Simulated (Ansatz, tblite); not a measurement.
# Ge21H32 ring disc (AlGe20H32−): removing an electron

Aim: the energy of removing an electron for Ge21H32 ring disc (AlGe20H32−), by energy differences, and how well orbital energies stand in for it.

The runs use Ansatz 0.2.0, Gaussian basis; as each input shows.

Plan: charge 0 doublet, at the geometry of the singlet (PBE0-D4/def2-TZVP, PBE-D4/def2-TZVP, r2SCAN0-D4/def2-TZVP); the starting singlet's energies come from earlier runs.

1 further run of the same task is left out (set aside as unsound or not needed).

## (1) The structure

The singlet was relaxed beforehand with PBE-D4/def2-SVP.

53 atoms, charge -1, spin multiplicity 1.

Atoms are counted from 1 here; the program's logs count them from 0.

Bond lengths: Ge1–Ge12 2.447 Å, Ge1–Ge13 2.446 Å, Ge1–Ge14 2.448 Å, Ge1–H22 1.566 Å, Ge2–Ge13 2.449 Å, Ge2–Ge15 2.454 Å, Ge2–H23 1.562 Å, Ge2–H24 1.559 Å, Ge3–Ge15 2.456 Å, Ge3–Ge16 2.451 Å, Ge3–H25 1.564 Å, Ge3–H26 1.564 Å, Ge4–Ge12 2.448 Å, Ge4–Ge17 2.451 Å, Ge4–H27 1.556 Å, Ge4–H28 1.563 Å, Ge5–Ge14 2.452 Å, Ge5–Ge15 2.458 Å and more. Angles: Ge12–Ge1–Ge13 110.5°, Ge12–Ge1–Ge14 109.0°, Ge12–Ge1–H22 107.6°, Ge13–Ge1–Ge14 109.5°, Ge13–Ge1–H22 109.2°, Ge14–Ge1–H22 111.0°, Ge13–Ge2–Ge15 113.1°, Ge13–Ge2–H23 107.3°, Ge13–Ge2–H24 107.7°, Ge15–Ge2–H23 109.4°, Ge15–Ge2–H24 112.5°, H23–Ge2–H24 106.4°, Ge15–Ge3–Ge16 114.0°, Ge15–Ge3–H25 109.6°, Ge15–Ge3–H26 106.8°, Ge16–Ge3–H25 111.3°, Ge16–Ge3–H26 109.0°, H25–Ge3–H26 105.6° and more.

The ion is computed in the gas phase, without counter-ions or solvent.

## (2) Charge 0 doublet at the fixed geometry, PBE0-D4/def2-TZVP

The input, in.yaml:

```yaml
crystal:
  periodic: [false, false, false]
  atoms:
    - {symbol: Ge, position_ang: [-3.194124, -3.153593, 0.616162]}
    - {symbol: Ge, position_ang: [-3.324999, -0.195382, -2.147988]}
    - {symbol: Ge, position_ang: [-3.206099, 2.410295, 0.717810]}
    - {symbol: Ge, position_ang: [-0.212976, -3.361300, -2.158773]}
    - {symbol: Ge, position_ang: [-0.359119, -0.296583, 0.557895]}
    - {symbol: Ge, position_ang: [2.357675, -3.243671, 0.702652]}
    - {symbol: Ge, position_ang: [2.677052, -0.520572, -2.128578]}
    - {symbol: Ge, position_ang: [-0.460174, 2.708482, -2.248018]}
    - {symbol: Ge, position_ang: [-0.455142, 5.467321, 0.609070]}
    - {symbol: Ge, position_ang: [2.433453, 2.605437, 0.554837]}
    - {symbol: Ge, position_ang: [5.320118, -0.368157, 0.710149]}
    - {symbol: Ge, position_ang: [-1.800973, -4.607880, -0.774479]}
    - {symbol: Ge, position_ang: [-4.630855, -1.752880, -0.782654]}
    - {symbol: Ge, position_ang: [-1.745767, -1.730050, 1.983614]}
    - {symbol: Ge, position_ang: [-1.763472, 1.165571, -0.831987]}
    - {symbol: Ge, position_ang: [-2.045552, 4.172257, 1.965950]}
    - {symbol: Ge, position_ang: [1.062322, -1.782023, -0.784717]}
    - {symbol: Ge, position_ang: [1.141973, 1.053760, 1.953647]}
    - {symbol: Ge, position_ang: [4.179296, -2.160101, 1.933431]}
    - {symbol: Ge, position_ang: [3.886212, 1.053280, -0.688625]}
    - {symbol: Al, position_ang: [1.080101, 4.162920, -0.893445]}
    - {symbol: H, position_ang: [-4.087931, -4.073476, 1.515375]}
    - {symbol: H, position_ang: [-4.337766, 0.740124, -2.882964]}
    - {symbol: H, position_ang: [-2.607095, -1.022986, -3.257001]}
    - {symbol: H, position_ang: [-3.926070, 1.410554, 1.681648]}
    - {symbol: H, position_ang: [-4.341653, 3.058012, -0.141000]}
    - {symbol: H, position_ang: [-0.977360, -2.649341, -3.312122]}
    - {symbol: H, position_ang: [0.769861, -4.379710, -2.821430]}
    - {symbol: H, position_ang: [1.412116, -3.954835, 1.720567]}
    - {symbol: H, position_ang: [2.989276, -4.379490, -0.165993]}
    - {symbol: H, position_ang: [1.942689, 0.193099, -3.299957]}
    - {symbol: H, position_ang: [3.669996, -1.547690, -2.765556]}
    - {symbol: H, position_ang: [-1.620797, 3.459764, -2.996591]}
    - {symbol: H, position_ang: [0.125719, 1.763756, -3.354697]}
    - {symbol: H, position_ang: [-1.410293, 6.450995, -0.158028]}
    - {symbol: H, position_ang: [0.221909, 6.397849, 1.679037]}
    - {symbol: H, position_ang: [3.457725, 3.238242, 1.568411]}
    - {symbol: H, position_ang: [6.411882, -1.062734, -0.169425]}
    - {symbol: H, position_ang: [6.099879, 0.485014, 1.761142]}
    - {symbol: H, position_ang: [-2.703167, -5.525696, -1.660784]}
    - {symbol: H, position_ang: [-0.980767, -5.559089, 0.151768]}
    - {symbol: H, position_ang: [-5.543418, -2.672541, -1.658007]}
    - {symbol: H, position_ang: [-5.583713, -0.949667, 0.155099]}
    - {symbol: H, position_ang: [-2.634436, -0.863756, 2.927613]}
    - {symbol: H, position_ang: [-0.856952, -2.633313, 2.894971]}
    - {symbol: H, position_ang: [-3.160871, 5.069852, 2.604463]}
    - {symbol: H, position_ang: [-1.337231, 3.476570, 3.169640]}
    - {symbol: H, position_ang: [2.023529, 0.060099, 2.779552]}
    - {symbol: H, position_ang: [0.251074, 1.801018, 2.993631]}
    - {symbol: H, position_ang: [3.632209, -1.614529, 3.283822]}
    - {symbol: H, position_ang: [5.226233, -3.264694, 2.297749]}
    - {symbol: H, position_ang: [4.884385, 1.826292, -1.618154]}
    - {symbol: H, position_ang: [2.052129, 5.095125, -1.788730]}
basis:
  gaussian: {orbitals: def2-TZVP, fitting: {mean_field: def2-universal-jkfit}}
magnetization: {spin_polarized: true, initial_magnetization: 1}
hamiltonian: {xc: pbe0, dispersion: d4}
scf: {omitted_lower_state_checks: [starts]}
output: {orbitals: {seedname: orbitals}}
```

Started as:

```sh
$ ansatz run in.yaml --threads 11 --pin off --events-out ev --progress --plain --max-ram 174080MiB --backend cuda --devices 0, --max-vram 75GiB
```

The program printed:

```text
Functional definition: PBE0
  name "PBE0"
  cite "Adamo & Barone, J. Chem. Phys. 110, 6158 (1999) doi:10.1063/1.478522"
  cite "Perdew, Burke & Ernzerhof, Phys. Rev. Lett. 77, 3865 (1996) doi:10.1103/PhysRevLett.77.3865"
  parent pbe
  parameter a = 0.25
  parameter kappa = 0.804
  parameter beta = 0.06672455060314922
  exchange = (1 - a)*pbe_x(kappa = kappa, mu = beta*pi^2/3) + a*exact_x
  correlation = pbe_c(beta = beta)
these checks for a lower state are left out or cut short: starts
6024 factors; integrals over basis functions are off by at most 6.6e-1 eV
mean field evaluation 1: about -1137343.6058 eV, gradient 4.7e1 eV
mean field evaluation 2: about -1137340.1712 eV, gradient 5.5e1 eV
mean field evaluation 4: about -1137347.6176 eV, gradient 5.2e0 eV
mean field evaluation 8: about -1137347.7479 eV, gradient 1.0e0 eV
mean field evaluation 16: about -1137347.7633 eV, gradient 3.1e-2 eV
mean field evaluation 32: about -1137347.7634 eV, gradient 1.2e-4 eV
mean field -1137347.76336178 eV, -41796.7593815427 hartree, gradient 1.3e-5 eV, S^2 0.755441; 0 other end points of the search recorded, 0 dependent functions left out
reference -1137347.76345146 eV, -41796.7593848383 hartree; 343, 342 occupied and 846, 847 virtual orbitals, 6024 factors
Total energy: -1137350.83671703 eV, -41796.8723252650 hartree
Checks for a lower state left out: starts
```

It took 43 s on 1 × H100 with 11 threads of AMD EPYC 7R13, shared host; peak host memory 2.2 GiB.

HOMO -6.88 eV, LUMO -5.87 eV (over both spins); ⟨S²⟩ 0.755 (pure: 0.75).

## (3) Charge 0 doublet at the fixed geometry, PBE-D4/def2-TZVP

start.molden holds the orbitals of an earlier run on this state, given as this run's starting guess.

in.yaml: that of step 2 with these lines changed.

```diff
@@ -57,5 +57,5 @@
 basis:
-  gaussian: {orbitals: def2-TZVP, fitting: {mean_field: def2-universal-jkfit}}
+  gaussian: {orbitals: def2-TZVP, fitting: {mean_field: def2-universal-jkfit}, initial_orbitals: start.molden}
 magnetization: {spin_polarized: true, initial_magnetization: 1}
-hamiltonian: {xc: pbe0, dispersion: d4}
+hamiltonian: {xc: pbe, dispersion: d4}
 scf: {omitted_lower_state_checks: [starts]}
```

The command is unchanged.

The program printed:

```text
Functional definition: PBE
  name "PBE"
  cite "Perdew, Burke & Ernzerhof, Phys. Rev. Lett. 77, 3865 (1996) doi:10.1103/PhysRevLett.77.3865"
  parent pbe
  parameter kappa = 0.804
  parameter beta = 0.06672455060314922
  exchange = pbe_x(kappa = kappa, mu = beta*pi^2/3)
  correlation = pbe_c(beta = beta)
these checks for a lower state are left out or cut short: starts
6024 factors; integrals over basis functions are off by at most 6.6e-1 eV
mean field evaluation 1: about -1137315.8352 eV, gradient 2.6e1 eV
mean field evaluation 2: about -1137316.9268 eV, gradient 1.3e0 eV
mean field evaluation 4: about -1137316.8993 eV, gradient 1.3e-1 eV
mean field evaluation 8: about -1137316.9001 eV, gradient 3.3e-5 eV
mean field evaluation 16: about -1137316.9001 eV, gradient 3.8e-6 eV
mean field -1137316.90005071 eV, -41795.6251757807 hartree, gradient 3.8e-6 eV, S^2 0.751342; 0 other end points of the search recorded, 0 dependent functions left out
reference -1137316.90016847 eV, -41795.6251801085 hartree; 343, 342 occupied and 846, 847 virtual orbitals, 6024 factors
Total energy: -1137320.25016346 eV, -41795.7482901534 hartree
Checks for a lower state left out: starts
```

Run time: 16 s. Hardware: 1 × H100 with 11 threads of AMD EPYC 7R13, shared host; peak host memory 2.1 GiB.

HOMO -6.08 eV, LUMO -5.96 eV (over both spins); ⟨S²⟩ 0.751 (pure: 0.75).

## (4) Charge 0 doublet at the fixed geometry, r2SCAN0-D4/def2-TZVP

in.yaml: that of step 3 with these lines changed.

```diff
@@ -59,3 +59,3 @@
 magnetization: {spin_polarized: true, initial_magnetization: 1}
-hamiltonian: {xc: pbe, dispersion: d4}
+hamiltonian: {xc: {name: r2SCAN0}, dispersion: d4}
 scf: {omitted_lower_state_checks: [starts]}
```

Launched as before.

The program printed, shortened:

```text
Functional definition: r2SCAN0
  name "r2SCAN0"
  cite "Bursch, Neugebauer, Ehlert & Grimme, J. Chem. Phys. 156, 134105 (2022) doi:10.1063/5.0086040"
  cite "Furness, Kaplan, Ning, Perdew & Sun, J. Phys. Chem. Lett. 11, 8208 (2020) doi:10.1021/acs.jpclett.0c02405"
  cite "Furness, Kaplan, Ning, Perdew & Sun, J. Phys. Chem. Lett. 11, 9248 (2020) doi:10.1021/acs.jpclett.0c03077"
  parent r2scan
[...]
6024 factors; integrals over basis functions are off by at most 6.6e-1 eV
[...]
mean field -1137478.07176976 eV, -41801.5481272096 hartree, gradient 2.1e-6 eV, S^2 0.760298; 0 other end points of the search recorded, 0 dependent functions left out
reference -1137478.07180055 eV, -41801.5481283411 hartree; 343, 342 occupied and 846, 847 virtual orbitals, 6024 factors
Total energy: -1137479.27628583 eV, -41801.5923923588 hartree
Checks for a lower state left out: starts
```

Run time: 53 s. Hardware: 1 × H100 with 11 threads of AMD EPYC 7R13, shared host; peak host memory 2.5 GiB.

Report: HOMO -7.01 eV, LUMO -5.94 eV (over both spins); ⟨S²⟩ 0.760 (pure: 0.75).

## (5) Vertical ionisation energy

Charged state less starting state, singlet to doublet; the starting state's energies are those of its earlier runs.

| level | vertical ionisation energy (eV) | time |
| --- | --- | --- |
| PBE-D4/def2-TZVP | +4.61 | 26 s |
| PBE0-D4/def2-TZVP | +4.97 | 58 s |
| r2SCAN0-D4/def2-TZVP | +5.04 | 68 s |

Times add the two runs; a level without a time comes out of a correlated run.

Beside −ε(HOMO) of the starting state:

| level | −ε(HOMO) (eV) | by difference (eV) | mismatch (eV) |
| --- | --- | --- | --- |
| PBE-D4/def2-TZVP | 3.07 | 4.61 | -1.54 |
| PBE0-D4/def2-TZVP | 3.94 | 4.97 | -1.03 |
| r2SCAN0-D4/def2-TZVP | 4.08 | 5.04 | -0.96 |

## (6) What came out

| quantity | value |
| --- | --- |
| vertical ionisation energy, functionals in def2-TZVP | 4.61 (PBE-D4) to 5.04 eV (r2SCAN0-D4) |

**Reading.** The vertical ionisation energy spans 4.61 to 5.04 eV over the functionals. −ε(HOMO) misses the level's own difference by -0.96 eV at best (r2SCAN0-D4) and -1.54 eV at worst (PBE-D4).
